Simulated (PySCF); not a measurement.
# C₅H₁₀P₂: electronic excitations

Wanted: the electronic excitations of C₅H₁₀P₂ (`CC1=CCCP1P`), by calculation.

Computed with PySCF 2.14.0, with density-fitted response routines of our own, on a single molecule in the gas phase. Atoms are numbered from 0 throughout.

## 1. Starting geometry

17 atoms, charge 0, multiplicity 1; geometry from: GFN2-xTB.

Bonds of the start (Å): C0–C1 1.49, C1–C2 1.33, C2–C3 1.50, C3–C4 1.53, C4–P5 1.87, P5–P6 2.18, P5–C1 1.84, C0–H7 1.09, C0–H8 1.09, C0–H9 1.09, C2–H10 1.08, C3–H11 1.10, C3–H12 1.09, C4–H13 1.09, C4–H14 1.09, P6–H15 1.39, P6–H16 1.40.

## 2. Excited states and response: wB97X-D/def2-SVPD

What the job is given:

```
{"job": {"kind": "uv", "xc": "wB97X-D", "basis": "def2-SVPD", "nstates": 8, "ntriplets": 3}, "charge": 0, "multiplicity": 1}
C     -1.465578     1.568563     0.982513
C     -0.687049     0.399219     0.483106
C     -1.173123    -0.704976    -0.074035
C     -0.181117    -1.722993    -0.539525
C      1.131802    -1.437017     0.192359
P      1.146071     0.379767     0.614490
P      1.531479     1.152107    -1.389916
H     -2.529345     1.432942     0.798405
H     -1.303346     1.701108     2.052146
H     -1.135576     2.479864     0.482445
H     -2.227599    -0.875571    -0.234796
H     -0.040752    -1.607244    -1.620888
H     -0.527472    -2.741791    -0.355964
H      1.169003    -1.985237     1.138367
H      2.012295    -1.713463    -0.390534
H      1.365164     2.472251    -0.975028
H      2.908145     1.214501    -1.173056
```

Level: TDDFT wB97X-D/def2-SVPD, vertical, gas phase, core orbitals frozen in the response.

Command:

```console
> OMP_NUM_THREADS=1 python probes_run.py task.json out
```

The driver reads the jobs from task.json and runs them one after another.

What will the session give for the following? lowest singlet (wB97X-D/def2-SVPD); lowest triplet; surface potential, 1st and 99th percentile. Wanted: lowest singlet; lowest triplet; surface potential, 1st and 99th percentile.

**Answer**, as computed:

| quantity | value |
| --- | --- |
| lowest singlet (wB97X-D/def2-SVPD) | 5.14 eV (241 nm), f = 0.109 |
| lowest triplet | 4.02 eV |
| surface potential, 1st and 99th percentile | -1.06 V and 0.77 V |

**Reading.** The lowest singlet, at 5.14 eV, is HOMO→LUMO 0.93 and is bright. The lowest triplet lies 1.12 eV below the lowest singlet (triplets in Tamm-Dancoff, singlets in full TDDFT).
